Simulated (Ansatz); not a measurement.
# C₂H₂AlF: geometry optimisation

The task: find the minimum of C₂H₂AlF nearest to the start.

Computed with Ansatz 0.2.0. Level: RKS PBE0-D4/def2-TZVP.

## 1. Starting geometry

SMILES `F[C]1=[CH][AlH]1`, 6 atoms, charge 0, spin multiplicity 1.

Atoms are counted from 1 here; the program's logs count them from 0.

Bond lengths: F1–C2 1.338 Å, C2–C3 1.376 Å, C2–Al4 1.881 Å, C3–Al4 1.892 Å, C3–H5 1.106 Å, Al4–H6 1.587 Å. Angles: F1–C2–C3 128.3°, F1–C2–Al4 162.7°, C3–C2–Al4 69.0°, C2–C3–Al4 68.2°, C2–C3–H5 129.8°, Al4–C3–H5 162.0°, C2–Al4–C3 42.8°, C2–Al4–H6 160.0°, C3–Al4–H6 157.2°.

Coordinates:

```mol
C2H2AlF
  3D, bonds by distance, orders not assigned

  6  6  0  0  0  0  0  0  0  0999 V2000
   -0.0722   -1.9952    0.8893 F   0  0
   -0.1427   -0.7760    0.3417 C   0  0
    0.8906    0.0387   -0.0602 C   0  0
   -0.7950    0.8416   -0.3637 Al  0  0
    1.9823   -0.1316   -0.0222 H   0  0
   -1.8207    1.9585   -0.8311 H   0  0
  1  2  8  0
  2  3  8  0
  2  4  8  0
  3  4  8  0
  3  5  8  0
  4  6  8  0
M  END
```

## 2. Relaxation

The input, input.yaml:

```yaml
crystal:
  periodic: [false, false, false]
  atoms:
    - { symbol: F, position_ang: [-0.072226, -1.995218, 0.889346] }
    - { symbol: C, position_ang: [-0.142732, -0.77603, 0.341704] }
    - { symbol: C, position_ang: [0.890564, 0.038749, -0.060247] }
    - { symbol: Al, position_ang: [-0.795037, 0.841638, -0.363695] }
    - { symbol: H, position_ang: [1.982267, -0.131563, -0.022201] }
    - { symbol: H, position_ang: [-1.820737, 1.958525, -0.831107] }
basis:
  gaussian: { orbitals: def2-TZVP }
hamiltonian:
  xc: pbe0
  dispersion: d4
output:
  forces: true
relax:
  f_tol: 0.003
  max_steps: 120
```

Launch:

```sh
ansatz run input.yaml --threads 1 --pin off --max-ram 2560MiB --backend cpu --events-out ev --progress --plain --runs-dir out
```

What it wrote:

```text
Warning: RAYON_NUM_THREADS=1 ignored (pool sized by the plan → 1); use --threads N
The last accepted step is kept in <dir> (removed where the run ends without a failure and the disk answers)
Engine: ansatz 0.2.0, aarch64-unknown-linux-gnu
Functional definition: PBE0
  parameter a = 0.25
  parameter kappa = 0.804
  parameter beta = 0.06672455060314922
  exchange = (1 - a)*pbe_x(kappa = kappa, mu = beta*pi^2/3) + a*exact_x
  correlation = pbe_c(beta = beta)
883 factors; their error is unknown
mean field evaluation 1: about -11404.6919 eV, gradient 5.3e1 eV
mean field evaluation 2: about -11385.9126 eV, gradient 9.0e1 eV
mean field evaluation 4: about -11411.5549 eV, gradient 8.4e0 eV
mean field evaluation 8: about -11411.7175 eV, gradient 4.1e-2 eV
mean field evaluation 16: about -11411.7396 eV, gradient 1.3e-5 eV
mean field -11411.73956764 eV, -419.3736939558 hartree, gradient 1.3e-5 eV, S^2 0.000000; 0 other end points of the search recorded, 0 dependent functions left out
the calculation of the forces begins
reference -11411.73959517 eV, -419.3736949677 hartree; 18, 18 occupied and 124, 124 virtual orbitals, 883 factors
relax step   1: F+E_penalty+E_count = -11411.82185630 eV  Δ(F+E_penalty+E_count) = +0.000e0 eV  max|allowed force component| = 6.164e-1 eV/Å  Δτ_max = 0.0000 Å  (28 SCF iters, accepted)
these checks for a lower state are left out or cut short: starts, cluster_reference, orbital_swaps, neighbouring_geometries, increment
883 factors; their error is unknown
mean field -11411.76511345 eV, -419.3746327470 hartree, gradient 1.4e-5 eV, S^2 0.000000; 0 other end points of the search recorded, 0 dependent functions left out
the calculation of the forces begins
reference -11411.76514097 eV, -419.3746337584 hartree; 18, 18 occupied and 124, 124 virtual orbitals, 883 factors
relax step   2: F+E_penalty+E_count = -11411.84765806 eV  Δ(F+E_penalty+E_count) = -2.580e-2 eV  max|allowed force component| = 2.674e-1 eV/Å  Δτ_max = 0.0212 Å  (33 SCF iters, accepted)
these checks for a lower state are left out or cut short: starts, cluster_reference, orbital_swaps, neighbouring_geometries, increment
883 factors; their error is unknown
mean field -11411.76959866 eV, -419.3747975754 hartree, gradient 1.3e-5 eV, S^2 0.000000; 0 other end points of the search recorded, 0 dependent functions left out
the calculation of the forces begins
reference -11411.76962616 eV, -419.3747985862 hartree; 18, 18 occupied and 124, 124 virtual orbitals, 883 factors
relax step   3: F+E_penalty+E_count = -11411.85231284 eV  Δ(F+E_penalty+E_count) = -4.655e-3 eV  max|allowed force component| = 3.275e-2 eV/Å  Δτ_max = 0.0109 Å  (34 SCF iters, accepted)
these checks for a lower state are left out or cut short: starts, cluster_reference, orbital_swaps, neighbouring_geometries, increment
883 factors; their error is unknown
mean field evaluation 32: about -11411.7477 eV, gradient 3.4e-1 eV
mean field -11411.76963916 eV, -419.3747990640 hartree, gradient 1.3e-5 eV, S^2 0.000000; 0 other end points of the search recorded, 0 dependent functions left out
the calculation of the forces begins
reference -11411.76966667 eV, -419.3748000749 hartree; 18, 18 occupied and 124, 124 virtual orbitals, 883 factors
relax step   4: F+E_penalty+E_count = -11411.85235147 eV  Δ(F+E_penalty+E_count) = -3.863e-5 eV  max|allowed force component| = 1.433e-2 eV/Å  Δτ_max = 0.0010 Å  (34 SCF iters, accepted)
these checks for a lower state are left out or cut short: starts, cluster_reference, orbital_swaps, neighbouring_geometries, increment
883 factors; their error is unknown
mean field -11411.76966233 eV, -419.3747999152 hartree, gradient 1.3e-5 eV, S^2 0.000000; 0 other end points of the search recorded, 0 dependent functions left out
the calculation of the forces begins
reference -11411.76968984 eV, -419.3748009264 hartree; 18, 18 occupied and 124, 124 virtual orbitals, 883 factors
relax step   5: F+E_penalty+E_count = -11411.85237576 eV  Δ(F+E_penalty+E_count) = -2.429e-5 eV  max|allowed force component| = 5.087e-3 eV/Å  Δτ_max = 0.0025 Å  (34 SCF iters, accepted)
these checks for a lower state are left out or cut short: starts, cluster_reference, orbital_swaps, neighbouring_geometries, increment
883 factors; their error is unknown
mean field -11411.76966040 eV, -419.3747998443 hartree, gradient 1.3e-5 eV, S^2 0.000000; 0 other end points of the search recorded, 0 dependent functions left out
the calculation of the forces begins
reference -11411.76968791 eV, -419.3748008553 hartree; 18, 18 occupied and 124, 124 virtual orbitals, 883 factors
relax step   6: F+E_penalty+E_count = -11411.85237450 eV  Δ(F+E_penalty+E_count) = +1.263e-6 eV  max|allowed force component| = 5.055e-3 eV/Å  Δτ_max = 0.0007 Å  (34 SCF iters, rejected (line search))
these checks for a lower state are left out or cut short: starts, cluster_reference, orbital_swaps, neighbouring_geometries, increment
883 factors; their error is unknown
mean field -11411.76966321 eV, -419.3747999476 hartree, gradient 1.3e-5 eV, S^2 0.000000; 0 other end points of the search recorded, 0 dependent functions left out
the calculation of the forces begins
reference -11411.76969072 eV, -419.3748009587 hartree; 18, 18 occupied and 124, 124 virtual orbitals, 883 factors
relax step   7: F+E_penalty+E_count = -11411.85237644 eV  Δ(F+E_penalty+E_count) = -6.796e-7 eV  max|allowed force component| = 7.984e-4 eV/Å  Δτ_max = 0.0002 Å  (34 SCF iters, accepted)
883 factors; their error is unknown
mean field evaluation 64: about -11411.7697 eV, gradient 4.6e-3 eV
mean field -11411.76966321 eV, -419.3747999476 hartree, gradient 1.3e-5 eV, S^2 0.000000; 1 other end points of the search recorded, 0 dependent functions left out
the calculation of the forces begins
reference -11411.76969072 eV, -419.3748009587 hartree; 18, 18 occupied and 124, 124 virtual orbitals, 883 factors
Total energy: -11411.85240396 eV, -419.3778406141 hartree
Atom 0 at    -0.062032    -1.970706     0.877656 Å, force     0.000294    -0.000509     0.000205 eV/Å
Atom 1 at    -0.143187    -0.758847     0.334568 Å, force    -0.000355     0.000798    -0.000319 eV/Å
Atom 2 at     0.881161     0.038909    -0.060452 Å, force    -0.000190    -0.000546     0.000230 eV/Å
Atom 3 at    -0.780468     0.835424    -0.361421 Å, force     0.000153     0.000159    -0.000080 eV/Å
Atom 4 at     1.952019    -0.142045    -0.016215 Å, force     0.000108     0.000170    -0.000069 eV/Å
Atom 5 at    -1.805393     1.933367    -0.820336 Å, force    -0.000011    -0.000072     0.000033 eV/Å
Dipole moment:    -0.125210     0.412077    -0.181271 e Å
```

Run time: 31 s. Hardware: 1 thread of Arm Neoverse V2, shared host; peak memory 0.24 GiB.

Step by step:

| step | energy from step 1 (eV) | largest force component (eV/Å) |
| --- | --- | --- |
| 1 | 0.0000 | 0.6164 |
| 2 | -0.0258 | 0.2674 |
| 3 | -0.0305 | 0.0328 |
| 4 | -0.0305 | 0.0143 |
| 5 | -0.0305 | 0.0051 |
| 6 | -0.0305 | 0.0051 |
| 7 | -0.0305 | 0.0008 |

Distances of close pairs at the start and the end, largest changes first:

| bond | before (Å) | after (Å) | change (Å) |
| --- | --- | --- | --- |
| C2–Al4 | 1.881 | 1.853 | -0.029 |
| C3–Al4 | 1.892 | 1.867 | -0.024 |
| C2–C3 | 1.376 | 1.357 | -0.019 |
| C3–H5 | 1.106 | 1.087 | -0.019 |
| Al4–H6 | 1.587 | 1.571 | -0.016 |
| F1–C2 | 1.338 | 1.330 | -0.008 |

## 3. Results

| quantity | value |
| --- | --- |
| energy gained | 0.0305 eV |
| root mean square move | 0.024 Å |
| dipole moment | 2.24 D |

Bond lengths: F1–C2 1.330 Å, C2–C3 1.357 Å, C2–Al4 1.853 Å, C3–Al4 1.867 Å, C3–H5 1.087 Å, Al4–H6 1.571 Å. Angles: F1–C2–C3 127.5°, F1–C2–Al4 163.4°, C3–C2–Al4 69.2°, C2–C3–Al4 68.0°, C2–C3–H5 129.3°, Al4–C3–H5 162.6°, C2–Al4–C3 42.8°, C2–Al4–H6 159.4°, C3–Al4–H6 157.8°. No frequencies were computed here.
